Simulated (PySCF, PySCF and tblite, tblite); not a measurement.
# C5H10GeO: conformers and averaged spectra, part 2 of 2

PySCF and tblite. Atoms count from 0.

## (5) Shieldings, conformer 2: wB97X-D/pcSseg-1 in acetone

What the job is given:

```
{"job": {"xc": "wB97X-D", "basis": "pcSseg-1", "solvent": "acetone", "kind": "nmr", "pop": false}, "charge": 0, "multiplicity": 1}
C     -2.577051     0.588231    -0.680334
C     -1.906827    -0.383765     0.253905
O     -2.245731    -0.542721     1.396411
C     -0.738888    -1.148214    -0.355005
C      0.475834    -0.271192    -0.285718
C      1.471139    -0.428793     0.575992
Ge     3.017353     0.736558     0.662046
H     -3.110465     0.030723    -1.448755
H     -3.284840     1.207037    -0.135256
H     -1.836964     1.216063    -1.170347
H     -0.574868    -2.057643     0.224227
H     -0.961268    -1.397210    -1.393644
H      0.498257     0.553498    -0.988397
H      1.429810    -1.252127     1.278494
H      2.913445     1.813884    -0.367364
H      4.280306    -0.024896     0.416708
H      3.143762     1.372596     2.007126
```

Output:

```text
coarse grid: 63216 points
cycle   1  E = -2348.3168161636  dE =  3.037e-01  |g| = 1.127e+00  |ddm| = 3.679e+00
cycle   2  E = -2348.2112631646  dE =  1.056e-01  |g| = 1.358e+00  |ddm| = 1.472e+00
cycle   3  E = -2348.4760366303  dE = -2.648e-01  |g| = 1.667e-01  |ddm| = 9.324e-01
cycle   4  E = -2348.4804567547  dE = -4.420e-03  |g| = 6.574e-02  |ddm| = 1.230e-01
cycle   5  E = -2348.4809893382  dE = -5.326e-04  |g| = 8.490e-03  |ddm| = 4.576e-02
cycle   6  E = -2348.4810112461  dE = -2.191e-05  |g| = 3.435e-03  |ddm| = 1.404e-02
cycle   7  E = -2348.4810152542  dE = -4.008e-06  |g| = 7.887e-04  |ddm| = 5.775e-03
final grid: 134008 points
cycle   8  E = -2348.4806150853  dE = -2.515e-06  |g| = 7.755e-04  |ddm| = 3.885e-03
cycle   9  E = -2348.4806151444  dE = -5.910e-08  |g| = 7.913e-04  |ddm| = 9.550e-04
cycle  10  E = -2348.4806152457  dE = -1.012e-07  |g| = 1.254e-04  |ddm| = 5.676e-04
cycle  11  E = -2348.4806152509  dE = -5.188e-09  |g| = 7.930e-05  |ddm| = 1.796e-04
cycle  12  E = -2348.4806152525  dE = -1.612e-09  |g| = 1.836e-05  |ddm| = 9.837e-05
cycle  13  E = -2348.4806152526  dE = -1.519e-10  |g| = 8.425e-06  |ddm| = 3.482e-05
converged SCF energy = -2348.4806152526

GIAO shielding tensors (ppm)
atom      isotropic    diamagn.    paramagn.     s11        s22        s33       span
  0 C      153.377     252.465     -99.088    131.907    137.305    190.919     59.012
  1 C      -29.546     250.390    -279.936   -108.983    -81.584    101.929    210.911
  2 O     -280.747     402.399    -683.146   -796.859   -365.732    320.351   1117.210
  3 C      129.374     252.386    -123.012    103.291    131.427    153.405     50.114
  4 C       34.001     258.890    -224.889    -92.115     46.757    147.362    239.476
  5 C       54.811     259.453    -204.641    -50.496     51.555    163.374    213.870
  6 Ge    1562.782    2753.658   -1190.876   1464.222   1541.300   1682.824    218.602
  7 H       29.300      27.793       1.507     26.340     28.242     33.317      6.977
  8 H       29.957      28.585       1.372     26.730     27.937     35.204      8.474
  9 H       29.011      31.780      -2.769     25.685     29.827     31.522      5.837
 10 H       28.899      32.844      -3.946     26.325     28.772     31.598      5.273
 11 H       28.043      31.795      -3.752     25.571     27.979     30.580      5.009
 12 H       25.072      35.104     -10.032     21.405     22.828     30.983      9.578
 13 H       25.601      33.741      -8.140     23.618     24.342     28.842      5.223
 14 H       28.190      29.036      -0.846     21.748     23.913     38.909     17.161
 15 H       28.064      28.332      -0.268     21.723     22.738     39.731     18.007
 16 H       28.098      28.779      -0.681     21.679     22.958     39.655     17.977
```

Run time: 38 s. Hardware: 1 thread of Arm Neoverse V1, shared host; peak memory 1.1 GiB.

This run: HOMO -8.99 eV, LUMO 1.07 eV; dipole 3.76 D.

## (6) Single-point energy, conformer 2: PBE0/def2-SVP in acetone

The job, as its differences from that of step 5:

```diff
@@ -1,2 +1,2 @@
-{"job": {"xc": "wB97X-D", "basis": "pcSseg-1", "solvent": "acetone", "kind": "nmr", "pop": false}, "charge": 0, "multiplicity": 1}
+{"job": {"xc": "PBE0", "basis": "def2-SVP", "solvent": "acetone", "kind": "sp"}, "charge": 0, "multiplicity": 1}
 C     -2.577051     0.588231    -0.680334
```

Output:

```text
coarse grid: 63216 points
cycle   1  E = -2347.5709617653  dE =  1.623e-01  |g| = 8.393e-01  |ddm| = 4.178e+00
cycle   2  E = -2347.3001494348  dE =  2.708e-01  |g| = 1.453e+00  |ddm| = 2.523e+00
cycle   3  E = -2347.6973671044  dE = -3.972e-01  |g| = 1.891e-01  |ddm| = 1.868e+00
cycle   4  E = -2347.7046392811  dE = -7.272e-03  |g| = 4.289e-02  |ddm| = 1.914e-01
cycle   5  E = -2347.7049641902  dE = -3.249e-04  |g| = 1.140e-02  |ddm| = 4.467e-02
cycle   6  E = -2347.7049916703  dE = -2.748e-05  |g| = 3.784e-03  |ddm| = 1.255e-02
cycle   7  E = -2347.7049947771  dE = -3.107e-06  |g| = 1.433e-03  |ddm| = 4.045e-03
final grid: 134008 points
cycle   8  E = -2347.7050242291  dE =  5.459e-07  |g| = 2.214e-03  |ddm| = 4.839e-03
cycle   9  E = -2347.7050223209  dE =  1.908e-06  |g| = 3.661e-03  |ddm| = 5.538e-03
cycle  10  E = -2347.7050253295  dE = -3.009e-06  |g| = 2.045e-04  |ddm| = 3.421e-03
cycle  11  E = -2347.7050253381  dE = -8.531e-09  |g| = 4.166e-05  |ddm| = 1.867e-04
cycle  12  E = -2347.7050253384  dE = -3.583e-10  |g| = 6.707e-06  |ddm| = 4.479e-05
converged SCF energy = -2347.7050253384
```

It took 11 s on 1 thread of Arm Neoverse V1, shared host; peak memory 0.8 GiB.

Key values: HOMO -6.99 eV, LUMO -0.62 eV; dipole 3.49 D.

## (7) The ensemble: properties at wB97X-D/pcSseg-1 in acetone

What the job is given:

```
{"job": {"study": "conf", "smiles": "CC(=O)C/C=[CH]/[GeH3]", "search": {"seed": 2784, "n_embed": 90, "ff_keep": 18, "window": 3.0, "nmax": 7, "temps": [220, 260, 298.15, 340, 380], "t_ref": 298.15, "order": 0.0005}, "level": {"nmr": {"xc": "wB97X-D", "basis": "pcSseg-1", "solvent": "acetone"}, "sp": {"xc": "PBE0", "basis": "def2-SVP", "solvent": "acetone"}}, "kind": "conf"}, "charge": 0, "multiplicity": 1}
C     -2.177041     1.043987     0.260553
C     -2.021347    -0.104772    -0.698767
O     -2.606199    -0.179888    -1.746465
C     -1.024844    -1.163487    -0.243742
C      0.346983    -0.698256    -0.629537
C      1.279214    -0.298766     0.225378
Ge     3.034541     0.332954    -0.304226
H     -2.701048     0.696705     1.149597
H     -1.198383     1.408973     0.563950
H     -2.749400     1.845636    -0.198392
H     -1.090294    -1.303473     0.835495
H     -1.251222    -2.098538    -0.759645
H      0.539243    -0.676498    -1.694883
H      1.063638    -0.326020     1.287893
H      4.113129    -0.525196     0.273340
H      3.268456     1.719934     0.204283
H      3.167576     0.338734    -1.788339
```

Output:

```text
conformer  sym    E(xTB)   E(DFT)   G(298.15 K)  weight  dipole/D
    1     C1      0.000    0.000    0.000   0.6517    3.156
    2     C1      0.384    0.449    0.371   0.3483    3.486

mean shielding (ppm) by class
class atoms           220 K      260 K   298.15 K      340 K      380 K
  0 C  0            155.589    155.496    155.429    155.372     155.33
  1 C  1            -30.632    -30.586    -30.553    -30.525    -30.505
  2 O  2           -291.106   -290.669   -290.356   -290.092   -289.895
  3 C  3            129.006    129.021    129.032    129.042    129.049
  4 C  4             32.766     32.819     32.856     32.887     32.911
  5 C  5             53.449     53.506     53.548     53.582     53.608
  6 Ge 6           1563.874   1563.828   1563.795   1563.767   1563.746
  7 H  7,8,9         29.471     29.469     29.468     29.466     29.466
  8 H  10,11         28.465     28.466     28.466     28.466     28.466
  9 H  12            25.277     25.268     25.262     25.257     25.253
 10 H  13            25.446     25.453     25.457     25.461     25.464
 11 H  14,15,16      28.113     28.113     28.113     28.113     28.113
```

Wall time 1.9 min (1 thread of Arm Neoverse V1, shared host). This counts the runs that the step sums up.

The search (ETKDG, UFF, GFN2-xTB) embedded 90 structures, kept 10 distinct ones after the force field and 2 after xTB; 2 were carried on (window 3.0 kcal/mol at the search's own energies). Energies: PBE0/def2-SVP in acetone with D3(BJ).

The conformers at 298 K:

```csv
no.,group,mirror pair,ΔE xTB,ΔE DFT,ΔG,weight (%),μ (D),O2–C1–C3–C4 (°),C1–C3–C4–C5 (°),"A, B, C (GHz)"
1,C1,yes,0.00,0.00,0.00,65.2,3.16,96,110,"4.82, 0.55, 0.54"
2,C1,yes,0.38,0.45,0.37,34.8,3.49,-97,105,"4.75, 0.55, 0.54"
```

Energies in kcal/mol. ΔG holds xTB vibrations and rotation, symmetry numbers and mirror pairs.

Weights (%) by temperature:

```csv
no.,220 K,260 K,298 K,340 K,380 K
1,70.3,67.3,65.2,63.4,62.0
2,29.7,32.7,34.8,36.6,38.0
```

Other ways of weighting, at the same temperature:

```csv
scheme,1,2,mean μ (D)
DFT free energy,65,35,3.27
"DFT energy, symmetry counted",68,32,3.26
DFT energy alone,68,32,3.26
"xTB energy, symmetry counted",66,34,3.27
xTB free energy,63,37,3.28
lowest conformer only,100,0,3.16
equal weights,50,50,3.32
```

Shifts against references run at the same level ($^{13}$C TMS 188.0, $^{1}$H TMS 31.81 ppm of shielding), by class of atoms, at 298 K:

```csv
atoms,environment,no. 1,no. 2,average
C1,ketone carbonyl carbon,219.0,217.5,218.5
C4,alkene CH,155.7,154.0,155.1
C5,alkene CH,135.1,133.1,134.4
C3,sp3 CH2 α to a carbonyl,59.1,58.6,58.9
C0,methyl carbon α to a carbonyl,31.4,34.6,32.5
H12,hydrogen on an alkene CH,6.44,6.73,6.54
H13,hydrogen on an alkene CH,6.43,6.21,6.35
"H14, H15, H16",hydrogen on a germanium bonded to C,3.70,3.69,3.69
"H10, H11",hydrogen on an sp3 CH2 α to a carbonyl,3.34,3.34,3.34
"H7, H8, H9",hydrogen on a methyl carbon α to a carbonyl,2.31,2.38,2.34
O2,ketone oxygen,-295.5 (σ),-280.7 (σ),-290.4 (σ)
Ge6,"germanium bonded to C, 3 H",1564 (σ),1563 (σ),1564 (σ)
```

Effective distances for nuclear Overhauser effects, ⟨r⁻⁶⟩^(−1/6) over all pairs of two classes (Å): H10···H12 2.66; H10···H13 2.66; H12···H13 3.05; H7···H10 3.08; H12···H14 3.27; H7···H12 3.28; H13···H14 3.34; H7···H13 3.63.

## (8) Shieldings, conformer 1: HSE06/pcSseg-1

What the job is given:

```
{"job": {"xc": "HSE06", "basis": "pcSseg-1", "kind": "nmr", "pop": false}, "charge": 0, "multiplicity": 1}
C     -2.177041     1.043987     0.260553
C     -2.021347    -0.104772    -0.698767
O     -2.606199    -0.179888    -1.746465
C     -1.024844    -1.163487    -0.243742
C      0.346983    -0.698256    -0.629537
C      1.279214    -0.298766     0.225378
Ge     3.034541     0.332954    -0.304226
H     -2.701048     0.696705     1.149597
H     -1.198383     1.408973     0.563950
H     -2.749400     1.845636    -0.198392
H     -1.090294    -1.303473     0.835495
H     -1.251222    -2.098538    -0.759645
H      0.539243    -0.676498    -1.694883
H      1.063638    -0.326020     1.287893
H      4.113129    -0.525196     0.273340
H      3.268456     1.719934     0.204283
H      3.167576     0.338734    -1.788339
```

Output:

```text
coarse grid: 63216 points
cycle   1  E = -2347.7508835399  dE =  1.284e-01  |g| = 1.176e+00  |ddm| = 3.722e+00
cycle   2  E = -2347.3130809060  dE =  4.378e-01  |g| = 1.871e+00  |ddm| = 2.510e+00
cycle   3  E = -2347.8832751787  dE = -5.702e-01  |g| = 4.729e-01  |ddm| = 2.155e+00
cycle   4  E = -2347.9236349202  dE = -4.036e-02  |g| = 8.351e-02  |ddm| = 3.676e-01
cycle   5  E = -2347.9246037521  dE = -9.688e-04  |g| = 2.196e-02  |ddm| = 7.698e-02
cycle   6  E = -2347.9247024917  dE = -9.874e-05  |g| = 9.999e-03  |ddm| = 2.604e-02
cycle   7  E = -2347.9247247808  dE = -2.229e-05  |g| = 3.061e-03  |ddm| = 8.791e-03
cycle   8  E = -2347.9247270863  dE = -2.306e-06  |g| = 7.817e-04  |ddm| = 3.429e-03
final grid: 134008 points
cycle   9  E = -2347.9247068398  dE =  2.415e-07  |g| = 1.680e-03  |ddm| = 2.802e-03
cycle  10  E = -2347.9247048991  dE =  1.941e-06  |g| = 3.552e-03  |ddm| = 3.932e-03
cycle  11  E = -2347.9247074289  dE = -2.530e-06  |g| = 2.619e-04  |ddm| = 2.636e-03
cycle  12  E = -2347.9247074452  dE = -1.624e-08  |g| = 3.379e-05  |ddm| = 2.634e-04
cycle  13  E = -2347.9247074454  dE = -2.237e-10  |g| = 1.577e-05  |ddm| = 4.410e-05
converged SCF energy = -2347.9247074454

GIAO shielding tensors (ppm)
atom      isotropic    diamagn.    paramagn.     s11        s22        s33       span
  0 C      157.606     252.263     -94.657    133.391    149.571    189.856     56.465
  1 C      -21.952     250.856    -272.808   -109.583    -53.786     97.515    207.098
  2 O     -354.268     396.976    -751.244   -956.828   -421.548    315.572   1272.401
  3 C      127.271     252.292    -125.022    101.716    130.845    149.250     47.534
  4 C       32.166     256.923    -224.757    -90.764     43.305    143.955    234.719
  5 C       52.247     258.838    -206.591    -51.652     50.622    157.769    209.421
  6 Ge    1562.267    2753.427   -1191.160   1468.225   1535.960   1682.616    214.392
  7 H       29.809      29.131       0.678     26.655     28.899     33.872      7.217
  8 H       28.855      32.641      -3.786     24.514     29.728     32.322      7.808
  9 H       30.032      28.906       1.126     26.860     27.837     35.398      8.538
 10 H       28.427      33.031      -4.604     26.963     28.352     29.967      3.004
 11 H       28.559      31.016      -2.457     26.353     27.116     32.209      5.855
 12 H       25.314      34.190      -8.877     21.470     23.973     30.498      9.028
 13 H       25.501      34.054      -8.553     23.332     24.253     28.918      5.586
 14 H       27.833      27.935      -0.102     21.443     22.513     39.545     18.102
 15 H       27.845      28.317      -0.472     21.396     22.847     39.291     17.894
 16 H       28.057      28.656      -0.599     21.595     23.570     39.005     17.409
```

Wall time 60 s (1 thread of Arm Neoverse V1, shared host); peak memory 1.2 GiB.

Key values: HOMO -6.74 eV, LUMO -1.33 eV; dipole 2.57 D.

## (9) Shieldings, conformer 2: HSE06/pcSseg-1

What the job is given:

```
{"job": {"xc": "HSE06", "basis": "pcSseg-1", "kind": "nmr", "pop": false}, "charge": 0, "multiplicity": 1}
C     -2.577051     0.588231    -0.680334
C     -1.906827    -0.383765     0.253905
O     -2.245731    -0.542721     1.396411
C     -0.738888    -1.148214    -0.355005
C      0.475834    -0.271192    -0.285718
C      1.471139    -0.428793     0.575992
Ge     3.017353     0.736558     0.662046
H     -3.110465     0.030723    -1.448755
H     -3.284840     1.207037    -0.135256
H     -1.836964     1.216063    -1.170347
H     -0.574868    -2.057643     0.224227
H     -0.961268    -1.397210    -1.393644
H      0.498257     0.553498    -0.988397
H      1.429810    -1.252127     1.278494
H      2.913445     1.813884    -0.367364
H      4.280306    -0.024896     0.416708
H      3.143762     1.372596     2.007126
```

Output:

```text
coarse grid: 63216 points
cycle   1  E = -2347.7462405698  dE =  1.329e-01  |g| = 1.182e+00  |ddm| = 3.729e+00
cycle   2  E = -2347.2656534777  dE =  4.806e-01  |g| = 1.923e+00  |ddm| = 2.682e+00
cycle   3  E = -2347.8785965135  dE = -6.129e-01  |g| = 4.902e-01  |ddm| = 2.326e+00
cycle   4  E = -2347.9222348093  dE = -4.364e-02  |g| = 8.704e-02  |ddm| = 3.896e-01
cycle   5  E = -2347.9232127584  dE = -9.779e-04  |g| = 3.230e-02  |ddm| = 8.672e-02
cycle   6  E = -2347.9234478659  dE = -2.351e-04  |g| = 1.186e-02  |ddm| = 3.341e-02
cycle   7  E = -2347.9234800462  dE = -3.218e-05  |g| = 3.123e-03  |ddm| = 1.105e-02
cycle   8  E = -2347.9234830190  dE = -2.973e-06  |g| = 7.946e-04  |ddm| = 3.437e-03
final grid: 134008 points
cycle   9  E = -2347.9234947853  dE =  2.708e-07  |g| = 1.686e-03  |ddm| = 3.562e-03
cycle  10  E = -2347.9234927769  dE =  2.008e-06  |g| = 3.596e-03  |ddm| = 4.105e-03
cycle  11  E = -2347.9234953818  dE = -2.605e-06  |g| = 3.017e-04  |ddm| = 2.795e-03
cycle  12  E = -2347.9234954038  dE = -2.199e-08  |g| = 2.481e-05  |ddm| = 2.973e-04
cycle  13  E = -2347.9234954040  dE = -1.532e-10  |g| = 9.052e-06  |ddm| = 3.675e-05
converged SCF energy = -2347.9234954040

GIAO shielding tensors (ppm)
atom      isotropic    diamagn.    paramagn.     s11        s22        s33       span
  0 C      154.142     253.039     -98.897    133.685    139.002    189.740     56.055
  1 C      -19.928     249.563    -269.491   -109.549    -49.369     99.134    208.683
  2 O     -338.090     399.468    -737.559   -905.066   -419.633    310.427   1215.493
  3 C      128.285     252.122    -123.837    102.173    131.416    151.265     49.092
  4 C       36.770     258.749    -221.980    -85.505     52.269    143.545    229.051
  5 C       52.244     258.093    -205.849    -51.222     47.934    160.021    211.244
  6 Ge    1559.742    2753.675   -1193.933   1462.142   1533.696   1683.386    221.244
  7 H       29.561      28.287       1.273     26.717     28.550     33.414      6.697
  8 H       29.803      28.722       1.081     26.731     27.679     34.999      8.268
  9 H       29.273      32.055      -2.783     25.988     30.207     31.623      5.635
 10 H       28.781      32.836      -4.055     26.218     28.672     31.452      5.234
 11 H       28.245      32.038      -3.793     25.844     28.277     30.613      4.769
 12 H       25.252      35.160      -9.908     21.603     23.003     31.150      9.547
 13 H       25.501      33.581      -8.079     23.638     23.994     28.873      5.235
 14 H       28.082      28.844      -0.762     21.664     23.809     38.774     17.111
 15 H       27.836      28.075      -0.239     21.465     22.500     39.542     18.076
 16 H       27.843      28.462      -0.619     21.391     22.670     39.468     18.077
```

It took 59 s on 1 thread of Arm Neoverse V1, shared host; peak memory 1.2 GiB.

In short: HOMO -6.71 eV, LUMO -1.22 eV; dipole 2.72 D.

## (10) The ensemble: properties at HSE06/pcSseg-1

The job, as its differences from that of step 7:

```diff
@@ -1,2 +1,2 @@
-{"job": {"study": "conf", "smiles": "CC(=O)C/C=[CH]/[GeH3]", "search": {"seed": 2784, "n_embed": 90, "ff_keep": 18, "window": 3.0, "nmax": 7, "temps": [220, 260, 298.15, 340, 380], "t_ref": 298.15, "order": 0.0005}, "level": {"nmr": {"xc": "wB97X-D", "basis": "pcSseg-1", "solvent": "acetone"}, "sp": {"xc": "PBE0", "basis": "def2-SVP", "solvent": "acetone"}}, "kind": "conf"}, "charge": 0, "multiplicity": 1}
+{"job": {"study": "conf", "smiles": "CC(=O)C/C=[CH]/[GeH3]", "search": {"seed": 2784, "n_embed": 90, "ff_keep": 18, "window": 3.0, "nmax": 7, "temps": [220, 260, 298.15, 340, 380], "t_ref": 298.15, "order": 0.0005}, "level": {"nmr": {"xc": "HSE06", "basis": "pcSseg-1"}, "change": "HSE06/pcSseg-1", "top": 4}, "kind": "conf"}, "charge": 0, "multiplicity": 1}
 C     -2.177041     1.043987     0.260553
```

Output:

```text
conformer  sym    E(xTB)   E(DFT)   G(298.15 K)  weight  dipole/D
    1     C1      0.000    0.000    0.000   0.7947    2.572
    2     C1      0.384    0.880    0.802   0.2053    2.721

mean shielding (ppm) by class
class atoms           220 K      260 K   298.15 K      340 K      380 K
  0 C  0            157.133    157.002    156.895    156.795    156.716
  1 C  1            -21.675    -21.599    -21.536    -21.478    -21.432
  2 O  2            -352.06   -351.448   -350.947   -350.483   -350.111
  3 C  3            127.409    127.447    127.479    127.508    127.531
  4 C  4             32.794     32.968     33.111     33.243     33.349
  5 C  5             52.246     52.246     52.246     52.246     52.246
  6 Ge 6           1561.922   1561.827   1561.748   1561.676   1561.618
  7 H  7,8,9         29.562     29.562     29.561     29.561      29.56
  8 H  10,11         28.496     28.497     28.497     28.498     28.498
  9 H  12            25.305     25.303     25.301     25.299     25.298
 10 H  13            25.501     25.501     25.501     25.501     25.501
 11 H  14,15,16      27.913     27.913     27.913     27.914     27.914
```

Wall time 2 min (1 thread of Arm Neoverse V1, shared host). This counts the runs that the step sums up.

Against the first level, at 298 K (shieldings, ppm; largest changes first):

```csv
atoms,wB97X-D/pcSseg-1 in acetone,HSE06/pcSseg-1,change
O2,-290.4,-350.9,-60.6
C1,-30.6,-21.5,+9.0
Ge6,1564,1562,-2
C3,129.0,127.5,-1.6
C0,155.4,156.9,+1.5
C5,53.5,52.2,-1.3
C4,32.9,33.1,+0.3
"H14, H15, H16",28.11,27.91,-0.20
"H7, H8, H9",29.47,29.56,+0.09
H13,25.46,25.50,+0.04
```

Weights: from PBE0/def2-SVP in acetone energies 1: 65 %, 2: 35 %; from HSE06/pcSseg-1 energies 1: 79 %, 2: 21 % (with a dispersion term where the level has one and the same thermal terms, so they don't follow from the SCF energies alone). Times: 1.9 min and 2 min.

## (11) Summary of results

This closing draws on all 2 parts.

| quantity | value |
| --- | --- |
| conformers | 2; the first in weight is no. 1 (C1), 65 % at 298 K |
| root-mean-square dipole | 3.27 D |
| averaged $^{13}$C shifts (wB97X-D/pcSseg-1 in acetone) | 218.5, 155.1, 134.4, 58.9, 32.5 ppm |
| averaged $^{1}$H shifts (wB97X-D/pcSseg-1 in acetone) | 6.54, 6.35, 3.69, 3.34, 2.34 ppm |

Conformer 1 leads with 65 % at 298 K, and its share goes from 70 % at 220 K to 62 % at 380 K. Among conformers over 5 %, C0 differs by 3.1 ppm, while the average moves by 0.3 ppm from 220 to 380 K. Spin-orbit coupling is left out, which matters at and beside the heavy atoms. Going from wB97X-D/pcSseg-1 in acetone to HSE06/pcSseg-1 moves O2 most, by 60.6 ppm of raw shielding; the energies behind both averages, dispersion terms included where typed, rank the same conformer first.
